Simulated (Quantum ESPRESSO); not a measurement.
# Ag in Quantum ESPRESSO: notebook, part 3 of 4

Quantum ESPRESSO 7.5. The steps go on from the part before.

### 4 Work function, PBE

Contents of pw.in:

```
&CONTROL
  calculation = 'scf'
  prefix = 'pwscf'
  outdir = './tmp'
  pseudo_dir = './pseudo'
  tprnfor = .true.
  disk_io = 'low'
/
&SYSTEM
  ibrav = 0
  celldm(1) = 8
  nat = 5
  ntyp = 1
  ecutwfc = 70
  nbnd = 61
  occupations = 'smearing'
  smearing = 'fd'
  degauss = 0.00367493
/
&ELECTRONS
  conv_thr = 5d-09
  electron_maxstep = 150
  mixing_beta = 0.3
  mixing_mode = 'local-TF'
/
ATOMIC_SPECIES
Ag   107.8682 Ag_ONCV_PBE-1.2.upf
CELL_PARAMETERS alat
  0.6825170447991   0.0000000000000  -0.0000000000000
 -0.3412585223996   0.5910770993119   0.0000000000000
  0.0000000000000   0.0000000000000   5.7723278176868
ATOMIC_POSITIONS crystal
Ag     0.6666666667    0.3333333333    0.3069157362
Ag     0.3333333333    0.6666666667    0.4034578681
Ag     0.0000000000    0.0000000000    0.5000000000
Ag     0.6666666667    0.3333333333    0.5965421319
Ag     0.3333333333    0.6666666667    0.6930842638
K_POINTS automatic
7 7 1 0 0 0
```

Contents of pp_density.in:

```
&INPUTPP
  prefix = 'pwscf'
  outdir = './tmp'
  filplot = 'density.dat'
  plot_num = 0
/
&PLOT
  nfile = 1
  filepp(1) = 'density.dat'
  iflag = 3
  output_format = 6
  fileout = 'density.cube'
/
```

Contents of pp_potential.in:

```
&INPUTPP
  prefix = 'pwscf'
  outdir = './tmp'
  filplot = 'potential.dat'
  plot_num = 11
/
&PLOT
  nfile = 1
  filepp(1) = 'potential.dat'
  iflag = 3
  output_format = 6
  fileout = 'potential.cube'
/
```

Contents of pp_elf.in:

```
&INPUTPP
  prefix = 'pwscf'
  outdir = './tmp'
  filplot = 'elf.dat'
  plot_num = 8
/
&PLOT
  nfile = 1
  filepp(1) = 'elf.dat'
  iflag = 3
  output_format = 6
  fileout = 'elf.cube'
/
```

Potentials or basis: SG15 PBE 1.2.

On the command line:

```console
> OMP_NUM_THREADS=1 mpirun -n 2 pw.x -nk 2 -in pw.in > pw.out
> OMP_NUM_THREADS=1 mpirun -n 1 pp.x -in pp_density.in > pp_density.out
> OMP_NUM_THREADS=1 mpirun -n 1 pp.x -in pp_potential.in > pp_potential.out
> OMP_NUM_THREADS=1 mpirun -n 1 pp.x -in pp_elf.in > pp_elf.out
```

pw.out:

```text
This program is part of the open-source Quantum ESPRESSO suite
     for quantum simulation of materials; please cite
         "P. Giannozzi et al., J. Phys.:Condens. Matter 21 395502 (2009);
         "P. Giannozzi et al., J. Phys.:Condens. Matter 29 465901 (2017);
         "P. Giannozzi et al., J. Chem. Phys. 152 154105 (2020);
     in publications or presentations arising from this work. More details at

     Message from routine setup:
     using ibrav=0 with symmetry is DISCOURAGED, use correct ibrav instead

     K-points division:     npool     =       2
     Subspace diagonalization in iterative solution of the eigenvalue problem:
     a serial algorithm will be used

     G-vector sticks info
     --------------------
     sticks:   dense  smooth     PW     G-vecs:    dense   smooth      PW
     Sum         583     583    163                94571    94571   14911

     Using Slab Decomposition

     bravais-lattice index     =            0
     lattice parameter (alat)  =       8.0000  a.u.
     unit-cell volume          =    1192.2809 (a.u.)^3
     number of atoms/cell      =            5
     number of atomic types    =            1
     number of electrons       =        95.00
     number of Kohn-Sham states=           61
     kinetic-energy cutoff     =      70.0000  Ry
     charge density cutoff     =     280.0000  Ry
     scf convergence threshold =      5.0E-09
     mixing beta               =       0.3000
     number of iterations used =            8  local-TF  mixing
     Exchange-correlation= PBE
                           (   1   4   3   4   0   0   0)

     celldm(1)=   8.000000  celldm(2)=   0.000000  celldm(3)=   0.000000
     celldm(4)=   0.000000  celldm(5)=   0.000000  celldm(6)=   0.000000

     crystal axes: (cart. coord. in units of alat)
               a(1) = (   0.682517   0.000000  -0.000000 )
               a(2) = (  -0.341259   0.591077   0.000000 )
               a(3) = (   0.000000   0.000000   5.772328 )

     reciprocal axes: (cart. coord. in units 2 pi/alat)
               b(1) = (  1.465165  0.845913 -0.000000 )
               b(2) = ( -0.000000  1.691827  0.000000 )
               b(3) = (  0.000000  0.000000  0.173240 )

     PseudoPot. # 1 for Ag read from file:
     Ag_ONCV_PBE-1.2.upf
     Pseudo is Norm-conserving, Zval = 19.0
     Generated using ONCVPSP code by D. R. Hamann
     Using radial grid of  602 points,  6 beta functions with:
                l(1) =   0
                l(2) =   0
                l(3) =   1
                l(4) =   1
                l(5) =   2
                l(6) =   2

     atomic species   valence    mass     pseudopotential
     Ag               19.00   107.86820     Ag( 1.00)

     12 Sym. Ops., with inversion, found

   Cartesian axes

     site n.     atom                  positions (alat units)
         1        Ag     tau(   1) = (   0.3412585   0.1970257   1.7716182  )
         2        Ag     tau(   2) = (  -0.0000000   0.3940514   2.3288911  )
         3        Ag     tau(   3) = (   0.0000000   0.0000000   2.8861639  )
         4        Ag     tau(   4) = (   0.3412585   0.1970257   3.4434367  )
         5        Ag     tau(   5) = (  -0.0000000   0.3940514   4.0007096  )

     number of k points=     8  Fermi-Dirac smearing, width (Ry)=  0.0037
                       cart. coord. in units 2pi/alat
        k(    1) = (   0.0000000   0.0000000   0.0000000), wk =   0.0408163
        k(    2) = (   0.0000000   0.2416895   0.0000000), wk =   0.2448980
        k(    3) = (   0.0000000   0.4833790   0.0000000), wk =   0.2448980
        k(    4) = (   0.0000000   0.7250686   0.0000000), wk =   0.2448980
        k(    5) = (   0.2093093   0.3625343   0.0000000), wk =   0.2448980
        k(    6) = (   0.2093093   0.6042238   0.0000000), wk =   0.4897959
        k(    7) = (   0.2093093   0.8459133   0.0000000), wk =   0.2448980
        k(    8) = (   0.4186185   0.7250686   0.0000000), wk =   0.2448980

     Dense  grid:    94571 G-vectors     FFT dimensions: (  30,  30, 250)

     Initial potential from superposition of free atoms

     starting charge      94.8047, renormalised to      95.0000

     negative rho (up, down):  2.877E-04 0.000E+00
     Starting wfcs are random

     Self-consistent Calculation

     iteration #  1     ecut=    70.00 Ry     beta= 0.30
     Davidson diagonalization with overlap
     ethr =  1.00E-02,  avg # of iterations = 10.9

     Threshold (ethr) on eigenvalues was too large:
     Diagonalizing with lowered threshold

     Davidson diagonalization with overlap
     ethr =  1.55E-04,  avg # of iterations =  3.9

     total energy              =   -1438.19438015 Ry
     estimated scf accuracy    <       0.15964563 Ry

     iteration #  2     ecut=    70.00 Ry     beta= 0.30
     Davidson diagonalization with overlap
     ethr =  1.68E-04,  avg # of iterations =  1.0

     total energy              =   -1438.15700632 Ry
     estimated scf accuracy    <       0.09675949 Ry

     iteration #  3     ecut=    70.00 Ry     beta= 0.30
     Davidson diagonalization with overlap
     ethr =  1.02E-04,  avg # of iterations =  4.5

     total energy              =   -1438.17200704 Ry
     estimated scf accuracy    <       0.01386401 Ry

     iteration #  4     ecut=    70.00 Ry     beta= 0.30
     Davidson diagonalization with overlap
     ethr =  1.46E-05,  avg # of iterations =  4.5

     total energy              =   -1438.16934115 Ry
     estimated scf accuracy    <       0.01041412 Ry

     iteration #  5     ecut=    70.00 Ry     beta= 0.30
     Davidson diagonalization with overlap
     ethr =  1.10E-05,  avg # of iterations =  6.6
[... 65 lines left out ...]
     iteration # 13     ecut=    70.00 Ry     beta= 0.30
     Davidson diagonalization with overlap
     ethr =  1.91E-09,  avg # of iterations =  1.5

     negative rho (up, down):  7.696E-06 0.000E+00

     total energy              =   -1438.16997284 Ry
     estimated scf accuracy    <       0.00000029 Ry

     iteration # 14     ecut=    70.00 Ry     beta= 0.30
     Davidson diagonalization with overlap
     ethr =  3.07E-10,  avg # of iterations =  2.9

     negative rho (up, down):  7.698E-06 0.000E+00

     total energy              =   -1438.16997293 Ry
     estimated scf accuracy    <       0.00000014 Ry

     iteration # 15     ecut=    70.00 Ry     beta= 0.30
     Davidson diagonalization with overlap
     ethr =  1.52E-10,  avg # of iterations =  2.0

     End of self-consistent calculation

          k = 0.0000 0.0000 0.0000 ( 11865 PWs)   bands (ev):

   -85.6737 -85.6491 -85.6476 -85.3724 -85.3724 -49.1760 -49.1119 -49.0644
   -49.0644 -49.0617 -49.0368 -49.0368 -49.0340 -49.0340 -48.8059 -48.8057
   -48.7672 -48.7672 -48.7672 -48.7672  -1.0695  -0.3645   0.0584   0.3464
     0.3576   1.6005   1.6416   1.6416   1.6842   1.6875   1.6875   1.7693
     1.7693   2.0193   2.0193   2.0379   2.0379   2.2134   2.6495   2.6495
     2.7416   2.7416   2.9755   2.9755   3.2771   3.2771   3.4221   3.4221
     3.6655   5.7331   6.6072  10.3202  10.8028  11.2960  12.6790  13.1284
    15.5067  15.5376  18.4927  18.8167  21.7823

          k = 0.0000 0.2417 0.0000 ( 11835 PWs)   bands (ev):

   -85.6714 -85.6469 -85.6457 -85.3702 -85.3702 -49.1689 -49.1148 -49.0820
   -49.0710 -49.0705 -49.0581 -49.0515 -49.0427 -49.0393 -48.8038 -48.8037
   -48.7902 -48.7902 -48.7731 -48.7731  -0.5393   0.1211   0.3985   0.6775
     0.7748   1.3472   1.4464   1.4853   1.6675   1.7556   1.8584   1.8683
     1.9165   1.9713   2.0416   2.0683   2.2104   2.2958   2.3139   2.5213
     2.5567   2.7355   2.7630   2.9579   2.9746   3.2789   3.4388   3.4426
     4.6612   6.5094   7.6951  10.7335  11.2953  11.6934  13.1507  13.5681
    15.9675  15.9854  18.9814  19.2385  19.9153

          k = 0.0000 0.4834 0.0000 ( 11759 PWs)   bands (ev):

   -85.6660 -85.6421 -85.6414 -85.3654 -85.3654 -49.1568 -49.1498 -49.1126
   -49.1098 -49.0893 -49.0855 -49.0638 -49.0560 -49.0513 -48.8415 -48.8415
   -48.7991 -48.7991 -48.7862 -48.7862   0.3002   0.4707   0.5981   0.7268
     0.8757   1.0799   1.0985   1.5258   1.5910   1.7938   1.9052   1.9912
     2.0381   2.2420   2.4118   2.5269   2.6058   2.6980   2.8019   2.8342
     2.8875   2.9699   3.0775   3.1061   3.2488   3.2857   3.4740   4.4760
     6.1438   8.1175   9.9313  11.9601  12.7617  13.0064  14.5443  14.7162
    14.9439  15.5446  16.5500  17.2006  17.4052
[... 36 lines left out ...]
   -85.6605 -85.6371 -85.6370 -85.3605 -85.3605 -49.1882 -49.1683 -49.1540
   -49.1169 -49.1048 -49.0900 -49.0851 -49.0765 -49.0714 -48.8808 -48.8807
   -48.8125 -48.8125 -48.7945 -48.7945   0.3187   0.4330   0.4548   0.6726
     0.7722   0.9437   1.0122   1.3171   1.3836   1.7190   1.8252   1.9266
     2.2402   2.3281   2.4976   2.8305   2.8946   3.0461   3.0946   3.1800
     3.3159   3.3729   3.4083   3.4817   3.5802   7.3862   7.8183   8.2353
     8.6712   8.9784  10.5119  11.2180  11.7300  12.7522  13.7915  14.6833
    15.1318  15.4901  15.9043  16.2167  16.2291

          k = 0.4186 0.7251 0.0000 ( 11787 PWs)   bands (ev):

   -85.6599 -85.6367 -85.6366 -85.3600 -85.3600 -49.1716 -49.1560 -49.1421
   -49.1367 -49.1107 -49.1051 -49.0913 -49.0837 -49.0758 -48.8651 -48.8651
   -48.8348 -48.8348 -48.7940 -48.7940   0.6587   0.6736   0.8906   1.0031
     1.1416   1.1711   1.2023   1.2238   1.5549   1.6336   1.8150   1.8785
     2.0964   2.1347   2.2964   2.3617   2.4842   2.5480   2.7431   2.8023
     3.0298   3.2518   3.3832   3.4322   3.5279   7.5448   8.1744   9.1684
    10.4620  11.2231  11.2624  11.7824  12.1244  12.3622  12.9037  13.3881
    14.2790  14.7362  15.1291  15.7274  16.3757

     the Fermi energy is     6.2598 ev

!    total energy              =   -1438.16997292 Ry
     estimated scf accuracy    <          4.9E-09 Ry
     smearing contrib. (-TS)   =      -0.00112395 Ry
     internal energy E=F+TS    =   -1438.16884897 Ry

     The total energy is F=E-TS. E is the sum of the following terms:
     one-electron contribution =   -9862.82483514 Ry
     hartree contribution      =    4938.97221939 Ry
     xc contribution           =    -135.67806216 Ry
     ewald contribution        =    3621.36182894 Ry

     convergence has been achieved in  15 iterations

     Forces acting on atoms (cartesian axes, Ry/au):

     atom    1 type  1   force =     0.00000000    0.00000000   -0.00611564
     atom    2 type  1   force =    -0.00000000   -0.00000000   -0.00111735
     atom    3 type  1   force =    -0.00000000   -0.00000000    0.00000000
     atom    4 type  1   force =     0.00000000    0.00000000    0.00111735
     atom    5 type  1   force =     0.00000000    0.00000000    0.00611564

     Total force =     0.008792     Total SCF correction =     0.000257

=------------------------------------------------------------------------------=
   JOB DONE.
=------------------------------------------------------------------------------=
```

It took 1.8 min on 2 MPI ranks of Arm Neoverse V1, shared host; peak memory 0.44 GiB.

What came out:

```yaml
Free_energy: -19567.2993 eV
Largest_force: 0.157 eV/Å
Band_gap_on_the_k_mesh: none (metal or under the smearing width)
Work_function_of_the_upper_face: 4.52 eV
Work_function_of_the_lower_face: 4.52 eV
```

Forces on the atoms (eV/Å):
```
Ag   0.000  0.000 -0.157
Ag   0.000  0.000 -0.029
Ag   0.000  0.000  0.000
Ag   0.000  0.000  0.029
Ag   0.000  0.000  0.157
```

Caveat: the k mesh is coarse.

### 5 Work function, PBE

Changes to pw.in since step 4:

```diff
@@ -26,3 +26,3 @@
 ATOMIC_SPECIES
-Ag   107.8682 Ag_ONCV_PBE-1.2.upf
+Ag   107.8682 47_Ag_19_1.9_2.5_pbe_n_v1.0.upf
 CELL_PARAMETERS alat
```

pp_density.in is that of step 4.

pp_potential.in is that of step 4.

pp_elf.in is that of step 4.

Potentials or basis: SPMS 1.0 PBE.

On the command line:

```console
> OMP_NUM_THREADS=1 mpirun -n 2 pw.x -nk 2 -in pw.in > pw.out
> OMP_NUM_THREADS=1 mpirun -n 1 pp.x -in pp_density.in > pp_density.out
> OMP_NUM_THREADS=1 mpirun -n 1 pp.x -in pp_potential.in > pp_potential.out
> OMP_NUM_THREADS=1 mpirun -n 1 pp.x -in pp_elf.in > pp_elf.out
```

pw.out:

```text
This program is part of the open-source Quantum ESPRESSO suite
     for quantum simulation of materials; please cite
         "P. Giannozzi et al., J. Phys.:Condens. Matter 21 395502 (2009);
         "P. Giannozzi et al., J. Phys.:Condens. Matter 29 465901 (2017);
         "P. Giannozzi et al., J. Chem. Phys. 152 154105 (2020);
     in publications or presentations arising from this work. More details at

     Message from routine setup:
     using ibrav=0 with symmetry is DISCOURAGED, use correct ibrav instead

     K-points division:     npool     =       2
     Subspace diagonalization in iterative solution of the eigenvalue problem:
     a serial algorithm will be used

     G-vector sticks info
     --------------------
     sticks:   dense  smooth     PW     G-vecs:    dense   smooth      PW
     Sum         583     583    163                94571    94571   14911

     Using Slab Decomposition

     bravais-lattice index     =            0
     lattice parameter (alat)  =       8.0000  a.u.
     unit-cell volume          =    1192.2809 (a.u.)^3
     number of atoms/cell      =            5
     number of atomic types    =            1
     number of electrons       =        95.00
     number of Kohn-Sham states=           61
     kinetic-energy cutoff     =      70.0000  Ry
     charge density cutoff     =     280.0000  Ry
     scf convergence threshold =      5.0E-09
     mixing beta               =       0.3000
     number of iterations used =            8  local-TF  mixing
     Exchange-correlation= PBE
                           (   1   4   3   4   0   0   0)

     celldm(1)=   8.000000  celldm(2)=   0.000000  celldm(3)=   0.000000
     celldm(4)=   0.000000  celldm(5)=   0.000000  celldm(6)=   0.000000

     crystal axes: (cart. coord. in units of alat)
               a(1) = (   0.682517   0.000000  -0.000000 )
               a(2) = (  -0.341259   0.591077   0.000000 )
               a(3) = (   0.000000   0.000000   5.772328 )

     reciprocal axes: (cart. coord. in units 2 pi/alat)
               b(1) = (  1.465165  0.845913 -0.000000 )
               b(2) = ( -0.000000  1.691827  0.000000 )
               b(3) = (  0.000000  0.000000  0.173240 )

     PseudoPot. # 1 for Ag read from file:
     47_Ag_19_1.9_2.5_pbe_n_v1.0.upf
     Pseudo is Norm-conserving + core correction, Zval = 19.0
     Generated using ONCVPSP code by D. R. Hamann
     Using radial grid of 1548 points,  6 beta functions with:
                l(1) =   0
                l(2) =   0
                l(3) =   1
                l(4) =   1
                l(5) =   2
                l(6) =   2

     atomic species   valence    mass     pseudopotential
     Ag               19.00   107.86820     Ag( 1.00)

     12 Sym. Ops., with inversion, found

   Cartesian axes

     site n.     atom                  positions (alat units)
         1        Ag     tau(   1) = (   0.3412585   0.1970257   1.7716182  )
         2        Ag     tau(   2) = (  -0.0000000   0.3940514   2.3288911  )
         3        Ag     tau(   3) = (   0.0000000   0.0000000   2.8861639  )
         4        Ag     tau(   4) = (   0.3412585   0.1970257   3.4434367  )
         5        Ag     tau(   5) = (  -0.0000000   0.3940514   4.0007096  )

     number of k points=     8  Fermi-Dirac smearing, width (Ry)=  0.0037
                       cart. coord. in units 2pi/alat
        k(    1) = (   0.0000000   0.0000000   0.0000000), wk =   0.0408163
        k(    2) = (   0.0000000   0.2416895   0.0000000), wk =   0.2448980
        k(    3) = (   0.0000000   0.4833790   0.0000000), wk =   0.2448980
        k(    4) = (   0.0000000   0.7250686   0.0000000), wk =   0.2448980
        k(    5) = (   0.2093093   0.3625343   0.0000000), wk =   0.2448980
        k(    6) = (   0.2093093   0.6042238   0.0000000), wk =   0.4897959
        k(    7) = (   0.2093093   0.8459133   0.0000000), wk =   0.2448980
        k(    8) = (   0.4186185   0.7250686   0.0000000), wk =   0.2448980

     Dense  grid:    94571 G-vectors     FFT dimensions: (  30,  30, 250)

     Initial potential from superposition of free atoms

     starting charge      94.9977, renormalised to      95.0000

     negative rho (up, down):  4.858E-06 0.000E+00
     Starting wfcs are   50 randomized atomic wfcs +   11 random wfcs

     Self-consistent Calculation

     iteration #  1     ecut=    70.00 Ry     beta= 0.30
     Davidson diagonalization with overlap
     ethr =  1.00E-02,  avg # of iterations =  6.8

     Threshold (ethr) on eigenvalues was too large:
     Diagonalizing with lowered threshold

     Davidson diagonalization with overlap
     ethr =  2.33E-04,  avg # of iterations =  2.1

     negative rho (up, down):  1.895E-07 0.000E+00
[... 87 lines left out ...]
     iteration # 13     ecut=    70.00 Ry     beta= 0.30
     Davidson diagonalization with overlap
     ethr =  6.40E-11,  avg # of iterations =  2.0

     End of self-consistent calculation

          k = 0.0000 0.0000 0.0000 ( 11865 PWs)   bands (ev):

   -85.3514 -85.3279 -85.3263 -85.0530 -85.0530 -48.9119 -48.8479 -48.7980
   -48.7980 -48.7965 -48.7715 -48.7715 -48.7686 -48.7686 -48.5407 -48.5405
   -48.5020 -48.5020 -48.5020 -48.5020  -0.9456  -0.2348   0.2322   0.5174
     0.5204   1.8080   1.8520   1.8520   1.8882   1.8986   1.8986   1.9802
     1.9802   2.2308   2.2308   2.2497   2.2497   2.3953   2.8697   2.8697
     2.9616   2.9616   3.1979   3.1979   3.5019   3.5019   3.6487   3.6487
     3.8221   5.8857   6.7476  10.4931  10.9747  11.4646  12.8442  13.2939
    15.6745  15.6948  18.6518  18.9715  21.9261
[... 69 lines left out ...]
   -85.3373 -85.3153 -85.3152 -85.0405 -85.0405 -48.9064 -48.8917 -48.8769
   -48.8725 -48.8460 -48.8407 -48.8265 -48.8191 -48.8107 -48.6010 -48.6009
   -48.5703 -48.5703 -48.5286 -48.5286   0.8536   0.8681   1.0857   1.1987
     1.3381   1.3695   1.4027   1.4223   1.7505   1.8360   2.0167   2.0820
     2.3055   2.3440   2.5055   2.5682   2.6976   2.7652   2.9614   3.0213
     3.2516   3.4751   3.6089   3.6579   3.7548   7.7086   8.3341   9.3240
    10.6132  11.3681  11.4072  11.9291  12.2739  12.5065  13.0478  13.5358
    14.4325  14.8795  15.2863  15.8826  16.3396

     the Fermi energy is     6.4201 ev

!    total energy              =   -1487.46084043 Ry
     estimated scf accuracy    <          3.0E-09 Ry
     smearing contrib. (-TS)   =      -0.00112667 Ry
     internal energy E=F+TS    =   -1487.45971376 Ry

     The total energy is F=E-TS. E is the sum of the following terms:
     one-electron contribution =   -9823.10801838 Ry
     hartree contribution      =    4924.19220072 Ry
     xc contribution           =    -209.90572505 Ry
     ewald contribution        =    3621.36182894 Ry

     convergence has been achieved in  13 iterations

     Forces acting on atoms (cartesian axes, Ry/au):

     atom    1 type  1   force =     0.00000000    0.00000000   -0.00644807
     atom    2 type  1   force =    -0.00000000    0.00000000   -0.00106998
     atom    3 type  1   force =     0.00000000    0.00000000    0.00000000
     atom    4 type  1   force =     0.00000000    0.00000000    0.00106998
     atom    5 type  1   force =     0.00000000    0.00000000    0.00644807

     Total force =     0.009244     Total SCF correction =     0.000223

=------------------------------------------------------------------------------=
   JOB DONE.
=------------------------------------------------------------------------------=
```

Run time: 84 s. Hardware: 2 MPI ranks of Arm Neoverse V1, shared host; peak memory 0.44 GiB.

What came out:

```
Free energy                     : -20237.9357 eV
Largest force                   : 0.166 eV/Å
Band gap on the k mesh          : none (metal or under the smearing width)
Work function of the upper face : 4.54 eV
Work function of the lower face : 4.54 eV
```

Forces on the atoms (eV/Å):
```
Ag   0.000  0.000 -0.166
Ag   0.000  0.000 -0.028
Ag   0.000  0.000  0.000
Ag   0.000  0.000  0.028
Ag   0.000  0.000  0.166
```

Caveat: the k mesh is coarse.

(Continued in part 4 of 4.)
